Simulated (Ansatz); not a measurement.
# BFGeH6Si, SMILES F[B]([SiH3])[GeH3]: a rigid scan of one bond length

Computed with the Python package of Ansatz (0.2.0).

At the Python prompt:
```pycon
>>> import ansatz as az
>>> import numpy as np
>>> mol = (
...     az.Crystal.molecule()
...     .atom("F", [-1.1127, -1.0626, -1.6287])
...     .atom("B", [-0.4194, -0.3527, -0.6004])
...     .atom("Si", [0.2845, 1.4195, -0.9254])
...     .atom("Ge", [-0.061, -1.2437, 1.1778])
...     .atom("H", [1.2572, 1.3575, -2.0602])
...     .atom("H", [1.026, 1.8899, 0.2921])
...     .atom("H", [-0.7487, 2.3537, -1.2175])
...     .atom("H", [-0.7786, -2.629, 1.1607])
...     .atom("H", [-0.751, -0.3642, 2.3442])
...     .atom("H", [1.3867, -1.4196, 1.4604])
... )
>>> symbols = [site.symbol for site in mol.cartesian_sites]
>>> start = np.array([site.position_ang for site in mol.cartesian_sites])
>>> axis = (start[0] - start[1]) / np.linalg.norm(start[0] - start[1])
>>> moving = [0]
>>> lengths, energies = [1.258, 1.315, 1.372, 1.429, 1.486, 1.543, 1.6, 1.686], []
>>> for length in lengths:
...     xyz = start.copy()
...     xyz[moving] += (length - np.linalg.norm(start[0] - start[1])) * axis
...     point = az.Crystal.molecule()
...     for symbol, place in zip(symbols, xyz):
...         point = point.atom(symbol, place.tolist())
...     job = point.calculation()
...     job = job.basis(gaussian="def2-SVP")
...     job = job.functional("b3lyp")
...     summary = job.run().report
...     energies.append(summary["free_energy_ev"])
...     print(f"r = {length:6.3f} A  E = {energies[-1]:.5f} eV  <S^2> = {abs(summary['mean_field']['state']['spin_squared']):.3f}")
...
r =  1.258 A  E = -67876.51815 eV  <S^2> = 0.000
r =  1.315 A  E = -67876.64625 eV  <S^2> = 0.000
r =  1.372 A  E = -67876.62371 eV  <S^2> = 0.000
r =  1.429 A  E = -67876.49482 eV  <S^2> = 0.000
r =  1.486 A  E = -67876.29179 eV  <S^2> = 0.000
r =  1.543 A  E = -67876.03825 eV  <S^2> = 0.000
r =  1.600 A  E = -67875.75160 eV  <S^2> = 0.000
r =  1.686 A  E = -67875.28394 eV  <S^2> = 0.000
>>> # quartic fit about the minimum
>>> fit = np.polynomial.Polynomial.fit(lengths, np.array(energies) - min(energies), 4).convert()
>>> roots = [r.real for r in fit.deriv().roots() if abs(r.imag) < 1e-9 and fit.deriv(2)(r.real) > 0]
>>> r_e = min(roots, key=lambda r: abs(r - lengths[int(np.argmin(energies))]))
>>> print(f"minimum of the fit at {r_e:.4f} A, force constant {fit.deriv(2)(r_e):.2f} eV/A^2")
minimum of the fit at 1.3335 A, force constant 41.10 eV/A^2
```

What to keep in mind:
- The settings weren't tested for convergence.
- The rest of the molecule is held rigid at a force-field or estimated start geometry, and the basis set is modest; single-reference methods fail as a bond breaks.
- b3lyp holds the VWN-RPA fit, as in Gaussian; the form of ORCA and Turbomole is b3lyp5.
- The orbitals are restricted, so S² is zero by construction.
- Finished in 33 s on 1 thread of Arm Neoverse V2 (shared host), peak memory 0.3 GiB.
